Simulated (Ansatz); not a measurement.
# SiN2: the cost of one run

Program: Ansatz 0.2.0. Level of theory: DFT PBE, scalar-relativistic, plane waves, PAW. These are calculated values, not measurements.

1 further run of the same task is left out (set aside as unsound or not needed).

## 1. The starting structure

It takes space group P6_3/mmc (No. 194, hexagonal). Conventional cell: a = 2.529 Å, b = 2.529 Å, c = 9.836 Å, α = 90.00°, β = 90.00°, γ = 120.00°. Si (site symmetry -6m2) is surrounded by 6 N at 1.89 Å. Around N (site symmetry 3m) lie 3 Si at 1.89 Å.

As a file:

```cif
data_structure
_symmetry_space_group_name_H-M 'P 1'
_symmetry_Int_Tables_number 1
_cell_length_a 2.5288
_cell_length_b 2.5288
_cell_length_c 9.8358
_cell_angle_alpha 90.000
_cell_angle_beta 90.000
_cell_angle_gamma 120.000
_cell_volume 54.47
loop_
_atom_site_label
_atom_site_type_symbol
_atom_site_fract_x
_atom_site_fract_y
_atom_site_fract_z
_atom_site_occupancy
Si1 Si 0.33333 0.66667 0.25000 1
Si2 Si 0.66667 0.33333 0.75000 1
N1 N 0.33333 0.66667 0.62750 1
N2 N 0.66667 0.33333 0.12750 1
N3 N 0.33333 0.66667 0.87250 1
N4 N 0.66667 0.33333 0.37250 1
```

(A quick probe on a coarse mesh, which set the mesh and smearing, is not shown.)

## 3. Rough relaxation on the coarse mesh

input.yaml

```yaml
crystal:
  lattice:
    - [2.5287595476, 0.0, 0.0]
    - [-1.2643797738, 2.1899700083, 0.0]
    - [0.0, 0.0, 9.835837673]
  atoms:
    - { symbol: Si, position: [0.3333333333, 0.6666666667, 0.25] }
    - { symbol: Si, position: [0.6666666667, 0.3333333333, 0.75] }
    - { symbol: "N", position: [0.3333333333, 0.6666666667, 0.6275], spin: 0.42 }
    - { symbol: "N", position: [0.6666666667, 0.3333333333, 0.1275], spin: 0.42 }
    - { symbol: "N", position: [0.3333333333, 0.6666666667, 0.8725], spin: 0.42 }
    - { symbol: "N", position: [0.6666666667, 0.3333333333, 0.3725], spin: 0.42 }
basis:
  ecutwfc: 420
kpoints:
  mp_grid: { grid: [6, 6, 2] }
hamiltonian:
  xc: pbe
scf:
  occupations: { method: gaussian, width: 0.1 }
  lower_state_search: "off"
output:
  forces: true
  stress: true
  eigenvalues: true
  populations: true
magnetization:
  spin_polarized: true
relax:
  adjacent_minimum: "off"
  f_tol: 0.04
  max_steps: 70
  cell: { stress_tol: 0.4 }
```

On the command line:

```
$ ansatz run input.yaml --threads 1 --pin off --max-ram 2560MiB --backend cpu --events-out ev --progress --plain --runs-dir out
```

**Question.** How long does this run take on 1 thread of Intel Xeon Platinum 8488C (Sapphire Rapids), shared host, and how much memory does it need?

About 43 s, with a peak of 0.37 GiB.
